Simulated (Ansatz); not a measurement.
Predict the output of the script below (the Ansatz DFT code, driven from Python).

The script, `vcrelax_sbpb.py`:
```python
from dataclasses import dataclass

import ansatz as az
from ase import Atoms
from ase.data import atomic_numbers
from ase.io import write
import numpy as np
import spglib


@dataclass
class Options:
    mesh: tuple[int, ...] = (7, 7, 7)
    smearing: str = "Fermi-Dirac"
    sigma: float = 0.1
    fmax: float = 0.03


opts = Options()

def edges_and_angles(cell):
    cell = np.asarray(cell)
    a, b, c = np.linalg.norm(cell, axis=1)
    cosines = cell[1] @ cell[2] / (b * c), cell[0] @ cell[2] / (a * c), cell[0] @ cell[1] / (a * b)
    return (a, b, c, *np.degrees(np.arccos(cosines)))

sbpb = (
    az.Lattice.of((0.0, 3.161243, 3.161243), (3.161243, 0.0, 3.161243), (3.161243, 3.161243, 0.0))
    .atom("Sb", (0.5, 0.5, 0.5))
    .atom("Pb", (0.0, 0.0, 0.0))
)

setup = (
    sbpb.calculation()
    .functional(az.Functional.PBESOL)
    .pseudopotentials("paw")
    .basis(16 * az.Ha)
    .kpoints(*opts.mesh, center="gamma")
    .occupations(opts.smearing, width=opts.sigma)
    .relax(force_tolerance=opts.fmax, cell=True, stress_tolerance=0.1)
)
steps = []


def follow(event):
    if event["event"] != "relax_step":
        return
    row = event["data"]
    steps.append(row)
    print(f"step {row['step']:3d}  E = {row['lagrangian_ev']:.5f} eV  largest force component = {row['allowed_force_max_ev_ang']:.4f} eV/A  P = {row['pressure_gpa']:.3f} GPa")


done = setup.session().plan(threads=1).execute(on_event=follow)
rep = done.report

first, last = steps[0], steps[-1]
symbols = [site.symbol for site in done.lattice.sites]
print(f"energy gained {first['lagrangian_ev'] - last['lagrangian_ev']:.4f} eV in {len(steps) - 1} steps")
for label, vectors in (("before", first["cell_ang"]), ("after", done.lattice.cell_ang)):
    print(label, "a b c (A) {:.4f} {:.4f} {:.4f}  angles {:.2f} {:.2f} {:.2f}".format(*edges_and_angles(vectors)), f" V = {abs(np.linalg.det(vectors)):.3f} A^3")
print("final stress xx yy zz (GPa, compression positive):", np.round(np.diag(rep["stress_gpa"]), 3) + 0.0)

change = np.array(last["positions_ang"]) @ np.linalg.inv(last["cell_ang"]) - np.array(first["positions_ang"]) @ np.linalg.inv(first["cell_ang"])
moved = np.linalg.norm(change @ np.array(last["cell_ang"]), axis=1)
print("displacement within the cell, strain taken out (A):", " ".join(f"{s}:{d:.3f}" for s, d in zip(symbols, moved)))

print("atom   start x y z (A)              end x y z (A)")
for symbol, a, b in zip(symbols, first["positions_ang"], last["positions_ang"]):
    print(f"{symbol:3s}", " ".join(f"{v:8.4f}" for v in a), "  ", " ".join(f"{v:8.4f}" for v in b))

relaxed = Atoms(symbols, positions=[site.position_ang for site in done.lattice.sites], cell=done.lattice.cell_ang, pbc=True)
write("relaxed.vasp", relaxed, format="vasp")

fractions = [site.position_frac for site in done.lattice.sites]
numbers = [atomic_numbers[s] for s in symbols]
for tolerance in (1e-3, 1e-2, 1e-1):
    print(f"space group at {tolerance} A:", spglib.get_spacegroup((done.lattice.cell_ang, fractions, numbers), symprec=tolerance))

print("%-22s %14.5f eV" % ("F = E - TS", rep["free_energy_ev"]))
print("%-22s %14.5f eV" % ("E", rep["internal_energy_ev"]))
print("%-22s %14.5f eV" % ("Harris-Foulkes", rep["harris_foulkes_ev"]))
print("%-22s %14.5f eV" % ("Fermi level", rep["fermi_energy_ev"]))
```

```console
$ python vcrelax_sbpb.py
step   1  E = -18162.87253 eV  largest force component = 0.0000 eV/A  P = -1.280 GPa
step   2  E = -18162.87887 eV  largest force component = 0.0000 eV/A  P = 0.528 GPa
step   3  E = -18162.87979 eV  largest force component = 0.0000 eV/A  P = -0.027 GPa
step   4  E = -18162.87953 eV  largest force component = 0.0000 eV/A  P = -0.030 GPa
energy gained 0.0070 eV in 3 steps
before a b c (A) 4.4707 4.4707 4.4707  angles 60.00 60.00 60.00  V = 63.183 A^3
after a b c (A) 4.4309 4.4309 4.4309  angles 60.00 60.00 60.00  V = 61.512 A^3
final stress xx yy zz (GPa, compression positive): [-0.03 -0.03 -0.03]
displacement within the cell, strain taken out (A): Sb:0.000 Pb:0.000
atom   start x y z (A)              end x y z (A)
Sb    3.1612   3.1612   3.1612      3.1331   3.1331   3.1331
Pb    0.0000   0.0000   0.0000     -0.0000   0.0000   0.0000
space group at 0.001 A: Fm-3m (225)
space group at 0.01 A: Fm-3m (225)
space group at 0.1 A: Fm-3m (225)
F = E - TS               -18162.87953 eV
E                        -18162.83461 eV
Harris-Foulkes           -18162.87953 eV
Fermi level                   9.67969 eV
```

It writes `relaxed.vasp`:
```text
Sb Pb
 1.0000000000000000
    -0.0000000000000000    3.1331128673114321    3.1331128673114321
     3.1331128673114321    0.0000000000000000    3.1331128673114321
     3.1331128673114321    3.1331128673114321   -0.0000000000000000
 Sb  Pb
   1   1
Cartesian
  3.1331128673114321  3.1331128673114321  3.1331128673114321
 -0.0000000000000000  0.0000000000000000  0.0000000000000000
```

Total energies depend on the potentials; only differences at equal settings carry meaning. A total without «per atom» is that of the cell as typed. Forces vanish by symmetry, so the ions can't move, and the end may be a saddle. For a metal this k-point mesh is coarse: on a finer one energies can move by several to tens of meV an atom and pressures by half a GPa or more, differences at one mesh by less. Only differences from the Fermi energy are physical; the zero of the scale is a convention. Energies along a relaxation are free energies. Rows at an unchanged volume are solved on a plane-wave basis chosen afresh for that cell, so the energy jumps there and such rows are no steps of the walk. Edges and angles are those of the cell as typed, here a primitive one, not of the conventional cell. Spin-orbit coupling, which matters for elements this heavy, is left out. The structure comes from a database of computed cells and needn't be a stable or known phase. Hardware and time: 7 s on 1 thread of Arm Neoverse V1 (shared host), peak memory 0.46 GiB.

(Lines on the test bed's own set-up are left out of the output.)
